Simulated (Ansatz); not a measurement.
Hf2Pd2Se2Br2O3 in Ansatz: the effect of functional

The system is Hf2Pd2Se2Br2O3.

```
Hf Pd Se Br O
1.0
     7.67722   -1.70971    0.00000
     7.67722    1.70971    0.00000
    -3.99941    0.00000   12.58754
Hf Pd Se Br O
2 2 2 2 3
Cartesian
  -2.9113 0.0000 11.8142
  3.1781 0.0000 9.0241
  10.6418 0.0000 6.1724
  9.3695 0.0000 3.2341
  0.5754 0.0000 1.9429
  1.5781 0.0000 5.1861
  2.5312 0.0000 12.0186
  8.7231 0.0000 8.9811
  3.8731 0.0000 7.2848
  5.7273 0.0000 11.6684
  11.7666 0.0000 9.7970
```

The cell was built by a generator and needn't be a form met in nature.

Alike in all runs:

| Quantity | Value |
| --- | --- |
| Program | Ansatz 0.2.0 |
| Task | band structure |
| Potentials or basis | Ansatz PAW |
| k mesh | 8 × 8 × 2 |
| Occupations | fermi-dirac, width 0.05 eV |
| Spin | no spin polarisation |

Task: One run gave: gap on the mesh 0.81 eV; pressure -2.5 GPa; largest force 0.35 eV/Å. Which functional did it use?
A. PBEsol
B. r2SCAN
C. BLYP

Result: A.

| functional | cutoff | gap on the mesh (eV) | pressure (GPa) | largest force (eV/Å) |
| --- | --- | --- | --- | --- |
| BLYP | 420 eV (not typed: the program's choice for these potentials) | 0.85 | 2.6 | 0.33 |
| PBEsol | 420 eV (not typed: the program's choice for these potentials) | 0.81 | -2.5 | 0.35 |
| r2SCAN | 500 eV (not typed: the program's choice for these potentials) | 0.99 | -1.5 | 0.52 |

Caveats: the k mesh misses the band edges, so the gap on the mesh is wider than the one along the path; spin-orbit coupling is left out, which moves the levels of the heavy elements; the PAW data sets come from PBE, with cores solved anew for the run's functional, which leaves a small shift of forces and pressure.
